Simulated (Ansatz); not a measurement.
# Ge2NH (triplet): from Hartree-Fock to the top rungs, cc-pVDZ

The task here is to estimate one member of a computed series from the others.

Method: cc-pVDZ, core rule «outside noble gas», up to 29 orbitals frozen; program: Ansatz 0.2.0, Gaussian basis.

To be run: UHF; CCSD(T) on ROHF; CCSD(T) on UHF; BCCD(T) on ROHF; CISD as a restricted active space (open shells left free, so some higher excitations enter); CCSDT(Q) on ROHF; CCSDT(Q) on UHF.

22 further runs of the same task are left out: 2 for a known fault of the program, 10 that didn't finish, 10 set aside as unsound or not needed. Runs told in other sessions of the task aren't counted.

## What is computed

The geometry is a PBE0/def2-TZVP stationary point (not a proven minimum) of the parent state, kept for this charge and spin. No spin-orbit coupling is included. The filled d shell of Ge may be among the frozen orbitals whatever the setting's name suggests.

4 atoms, charge 0, spin multiplicity 3.

Atoms are counted from 1 here; the program's logs count them from 0.

Bond lengths: Ge1–N2 1.830 Å, N2–Ge3 1.830 Å, N2–H4 1.049 Å. Angles: Ge1–N2–Ge3 168.7°, Ge1–N2–H4 95.7°, Ge3–N2–H4 95.6°.

The first run:

in.yaml

```yaml
crystal:
  periodic: [false, false, false]
  atoms:
    - {symbol: Ge, position_ang: [-0.000028, -0.352334, 1.821429]}
    - {symbol: N, position_ang: [0.000727, -0.172227, 0.000023]}
    - {symbol: Ge, position_ang: [-0.000028, -0.352335, -1.821391]}
    - {symbol: H, position_ang: [-0.000672, 0.876896, -0.000060]}
basis:
  gaussian: {orbitals: cc-pVDZ}
magnetization: {spin_polarized: true, initial_magnetization: 2}
hamiltonian: {xc: hf}
output: {orbitals: {seedname: orbitals}}
```

Started as:

```
ansatz run in.yaml --threads 1 --pin off --events-out ev --progress --plain --max-ram 2393MiB
```

Steps of the session up to this table: UHF; CCSD(T) on ROHF; CCSD(T) on UHF; BCCD(T) on ROHF; CISD as a restricted active space (open shells left free, so some higher excitations enter); CCSDT(Q) on ROHF; CCSDT(Q) on UHF.

One table of the session follows, with a row left open; its other results are not shown here.

```
   method  from RCCSDT(Q) (meV)
     RMP2               +1129.2
     UMP2               +1519.2
    RCCSD                +649.6
    UCCSD                +636.3
 RCCSD(T)                +119.9
 UCCSD(T)                +132.0
  BCCD(T)                     ?
   RCCSDT                 +72.4
   UCCSDT                 +66.5
RCCSDT(Q)                     0
UCCSDT(Q)                  -6.2
```

Q: Estimate the row for BCCD(T) from the others.

As computed: from RCCSDT(Q) (meV): +123.1. In the column «from RCCSDT(Q) (meV)» it lies between RCCSD(T) (+119.9) and UCCSD(T) (+132.0).

Not comparable, so not listed: CISD as a restricted active space (open shells left free, so some higher excitations enter) (they don't share determinant, frozen orbitals or solution with the rows shown, or repeat one).

To keep in mind: The report flags that the cluster equations may have other roots. Left out of the table: ROHF, UHF (another determinant or state than the rows shown). The program flags RCCSD(T), UCCSD(T), BCCD(T), RCCSDT(Q), UCCSDT(Q) as in doubt, so the zero of the table is itself unsure. Warnings: coupled cluster took another determinant than the lowest. Restricted and unrestricted rows rest on different reference determinants; a gap between their highest levels can come from leftover correlation error, from unlike frozen cores or from another state.
